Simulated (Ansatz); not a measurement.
**CH8O2Si2: a ladder of functionals and wavefunction methods**

Aim: compute CH8O2Si2 with functionals from several rungs and with coupled cluster. The yardstick is the atomisation energy at the CCSD(T) limit.

Program: Ansatz 0.2.0, Gaussian basis. Level of theory: functionals in def2-TZVPP, the program's frozen cores in correlated methods. These are calculated values, not measurements.

Plan: LDA (SPW92), PBE-D4, revPBE-D4, BLYP-D4, r2SCAN-D4, B97M-V, PBE0-D4, B3LYP-D4, r2SCANh-D4, r2SCAN0-D4, HSE06-D4, BHLYP-D4, CAM-B3LYP-D4, LC-ωPBE, ωB97X-V, ωB97M-V, B2PLYP, PBE-QIDH; CCSD(T)/def2-SVP; CCSD(T)/def2-TZVPP; MP2/def2-QZVPP; extrapolation to the limit; RPA on PBE.

### 1 The geometry

An earlier PBE0-D4 in a triple-zeta def2 set relaxation fixed the geometry.

SMILES `OC[SiH2][SiH2]O`, 13 atoms, charge 0, spin multiplicity 1.

Atoms are counted from 1 here; the program's logs count them from 0.

Bond lengths: O1–C2 1.417 Å, O1–H6 0.961 Å, C2–Si3 1.893 Å, C2–H7 1.100 Å, C2–H8 1.100 Å, Si3–Si4 2.349 Å, Si3–H9 1.489 Å, Si3–H10 1.491 Å, Si4–O5 1.658 Å, Si4–H11 1.486 Å, Si4–H12 1.493 Å, O5–H13 0.958 Å. Angles: C2–O1–H6 108.7°, O1–C2–Si3 109.2°, O1–C2–H7 111.8°, O1–C2–H8 111.9°, Si3–C2–H7 108.5°, Si3–C2–H8 108.6°, H7–C2–H8 106.8°, C2–Si3–Si4 109.7°, C2–Si3–H9 110.2°, C2–Si3–H10 109.4°, Si4–Si3–H9 109.9°, Si4–Si3–H10 109.2°, H9–Si3–H10 108.4°, Si3–Si4–O5 111.8°, Si3–Si4–H11 111.1°, Si3–Si4–H12 109.4°, O5–Si4–H11 105.0°, O5–Si4–H12 111.2° and more.

### 2 LDA

This LDA is Slater exchange with PW92 correlation.

in.yaml

```yaml
crystal:
  periodic: [false, false, false]
  atoms:
    - {symbol: O, position_ang: [1.170847, -0.213321, 2.540454]}
    - {symbol: C, position_ang: [0.160002, -0.300626, 1.550619]}
    - {symbol: Si, position_ang: [0.942330, -0.078419, -0.158418]}
    - {symbol: Si, position_ang: [-0.732074, -0.112270, -1.805431]}
    - {symbol: O, position_ang: [-1.802978, 1.139502, -1.620309]}
    - {symbol: H, position_ang: [0.767719, -0.333422, 3.404025]}
    - {symbol: H, position_ang: [-0.353416, -1.272807, 1.574720]}
    - {symbol: H, position_ang: [-0.612595, 0.470215, 1.684987]}
    - {symbol: H, position_ang: [1.930287, -1.162376, -0.417332]}
    - {symbol: H, position_ang: [1.655390, 1.229949, -0.211522]}
    - {symbol: H, position_ang: [-1.558349, -1.342909, -1.703922]}
    - {symbol: H, position_ang: [-0.098864, -0.086347, -3.157213]}
    - {symbol: H, position_ang: [-1.447799, 2.028129, -1.665857]}
basis:
  gaussian: {orbitals: def2-TZVPP}
hamiltonian: {xc: lda}
output: {orbitals: {seedname: orbitals}}
```

After this run come: PBE-D4 (GGA); revPBE-D4 (GGA); BLYP-D4 (GGA); r2SCAN-D4 (meta-GGA); B97M-V (meta-GGA); PBE0-D4 (hybrid); B3LYP-D4 (hybrid); r2SCANh-D4 (hybrid); r2SCAN0-D4 (hybrid); HSE06-D4 (hybrid); BHLYP-D4 (hybrid); CAM-B3LYP-D4 (range-separated); LC-ωPBE (range-separated); ωB97X-V (range-separated); ωB97M-V (range-separated); B2PLYP (double hybrid); PBE-QIDH (double hybrid); CCSD(T) in def2-SVP; CCSD(T) in def2-TZVPP; MP2 in def2-QZVPP; RPA on PBE orbitals.

Q: Predict the results of all the runs planned. Wanted: atomisation energy, CCSD(T)/CBS; farthest beyond LDA; mean size of error, GGA; mean size of error, meta-GGA; mean size of error, hybrid; mean size of error, range-separated; mean size of error, double hybrid; gap, smallest and largest; T1 diagnostic.

As calculated:

| quantity | value |
| --- | --- |
| atomisation energy, CCSD(T)/CBS | 1068.1 kcal/mol |
| functionals within 5.3 kcal/mol (0.5 %) | PBE-D4, r2SCAN-D4, B97M-V, CAM-B3LYP-D4, ωB97X-V, ωB97M-V |
| farthest beyond LDA | BHLYP-D4 (-34.0 kcal/mol) |
| mean size of error, GGA | 11.2 kcal/mol |
| mean size of error, meta-GGA | 3.6 kcal/mol |
| mean size of error, hybrid | 15.9 kcal/mol |
| mean size of error, range-separated | 4.1 kcal/mol |
| mean size of error, double hybrid | 18.0 kcal/mol |
| gap, smallest and largest | 5.08 eV (LDA (SPW92)), 12.06 eV (LC-ωPBE) |
| T1 diagnostic | 0.0118 |
| triples share of the correlation energy | 3.5 % |

**Reading.** LDA overbinds by 140.5 kcal/mol (13 %). PBE-D4 misses by +3.6 kcal/mol. Double hybrids carry the basis error of their MP2 part in triple zeta, and no dispersion term here, so their miss is partly the set-up's. The rungs meta-GGA, range-separated miss on average by less than the doubt on the reference (5.3 kcal/mol), so they tie. Misses under about 5.3 kcal/mol are within the doubt on the reference itself, which lacks core-valence correlation, relativity and higher excitations. Hartree-Fock recovers 72 % of the binding; the rest is correlation. CCSD(T) in def2-SVP is off by -78.3 kcal/mol, worse than the median functional, from the basis alone. The gap grows from 5.1 to 12.1 eV across the functionals, mostly with the share of exact exchange.
